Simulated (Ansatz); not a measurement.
# CH4BFO2: a ladder of functionals and wavefunction methods

The task here is to estimate one member of a computed series from the others.

Method: functionals in def2-TZVPP, the program's frozen cores in correlated methods; program: Ansatz 0.2.0, Gaussian basis.

The runs, in order: LDA (SPW92), PBE-D4, revPBE-D4, BLYP-D4, r2SCAN-D4, B97M-V, PBE0-D4, B3LYP-D4, r2SCANh-D4, r2SCAN0-D4, HSE06-D4, BHLYP-D4, CAM-B3LYP-D4, LC-ωPBE, ωB97X-V, ωB97M-V, B2PLYP, PBE-QIDH; CCSD(T)/def2-SVP; CCSD(T)/def2-TZVPP; MP2/def2-QZVPP; extrapolation to the limit; RPA on PBE.

### The relaxed structure

The geometry comes from an earlier relaxation with PBE0-D4 in a triple-zeta def2 set; it is a stationary point, not always the lowest conformer.

9 atoms, charge 0, spin multiplicity 1.

Atoms are counted from 1 here; the program's logs count them from 0.

Bond lengths: C1–O2 1.414 Å, C1–H6 1.092 Å, C1–H7 1.091 Å, C1–H8 1.092 Å, O2–B3 1.344 Å, B3–O4 1.361 Å, B3–F5 1.336 Å, O4–H9 0.959 Å. Angles: O2–C1–H6 108.8°, O2–C1–H7 111.8°, O2–C1–H8 108.7°, H6–C1–H7 109.3°, H6–C1–H8 108.7°, H7–C1–H8 109.4°, C1–O2–B3 122.2°, O2–B3–O4 122.7°, O2–B3–F5 117.4°, O4–B3–F5 119.9°, B3–O4–H9 112.6°.

Set-up of the first run:

in.yaml

```yaml
crystal:
  periodic: [false, false, false]
  atoms:
    - {symbol: C, position_ang: [-0.649296, 0.491286, -1.085911]}
    - {symbol: O, position_ang: [-0.487007, 0.689608, 0.304588]}
    - {symbol: B, position_ang: [0.320440, -0.085066, 1.049489]}
    - {symbol: O, position_ang: [1.040437, -1.114319, 0.524673]}
    - {symbol: F, position_ang: [0.401544, 0.187733, 2.355316]}
    - {symbol: H, position_ang: [-1.701494, 0.285229, -1.291436]}
    - {symbol: H, position_ang: [-0.040683, -0.337734, -1.451213]}
    - {symbol: H, position_ang: [-0.363076, 1.407038, -1.606624]}
    - {symbol: H, position_ang: [1.567734, -1.570076, 1.184018]}
basis:
  gaussian: {orbitals: def2-TZVPP}
hamiltonian: {xc: lda}
output: {orbitals: {seedname: orbitals}}
```

Steps of the session up to this table: LDA; PBE-D4 (GGA); revPBE-D4 (GGA); BLYP-D4 (GGA); r2SCAN-D4 (meta-GGA); B97M-V (meta-GGA); PBE0-D4 (hybrid); B3LYP-D4 (hybrid); r2SCANh-D4 (hybrid); r2SCAN0-D4 (hybrid); HSE06-D4 (hybrid); BHLYP-D4 (hybrid); CAM-B3LYP-D4 (range-separated); LC-ωPBE-D4 (range-separated; the results give it without D4); ωB97X-V (range-separated); ωB97M-V (range-separated); B2PLYP (double hybrid); PBE-QIDH (double hybrid).

One of the session's tables, all rows but one given; the rest of the session is left out.

It belongs to the step «Frontier levels by functional». 

| functional | HOMO (eV) | LUMO (eV) | gap (eV) |
| --- | --- | --- | --- |
| LDA (SPW92) | -7.36 | -0.30 | 7.06 |
| PBE-D4 | -7.20 | -0.17 | 7.04 |
| revPBE-D4 | -7.14 | -0.10 | 7.04 |
| BLYP-D4 | -7.12 | -0.24 | 6.88 |
| r2SCAN-D4 | -7.55 | 0.56 | 8.10 |
| B97M-V | -7.65 | 0.09 | 7.73 |
| PBE0-D4 | -8.81 | 0.67 | 9.48 |
| B3LYP-D4 | -8.57 | 0.28 | 8.85 |
| r2SCANh-D4 | -8.15 | 0.80 | 8.94 |
| r2SCAN0-D4 | -9.06 | 1.14 | 10.19 |
| HSE06-D4 | -8.40 | 0.31 | 8.71 |
| BHLYP-D4 | ? | ? | ? |
| CAM-B3LYP-D4 | -10.30 | 1.35 | 11.65 |
| LC-ωPBE | -11.65 | 2.70 | 14.36 |
| ωB97X-V | -11.30 | 2.50 | 13.80 |
| ωB97M-V | -11.22 | 1.99 | 13.21 |

Estimate the missing values for BHLYP-D4.

Worked estimate for «HOMO (eV)». Against the share of exact exchange, BLYP-D4 (0, -7.12), B3LYP-D4 (0.2, -8.57) give a slope of -7.25 per unit share; at 0.5 the line stands at -10.74.

**Answer.** HOMO (eV): -10.38; LUMO (eV): 1.22; gap (eV): 11.59. In «HOMO (eV)» the line misses by -0.36.
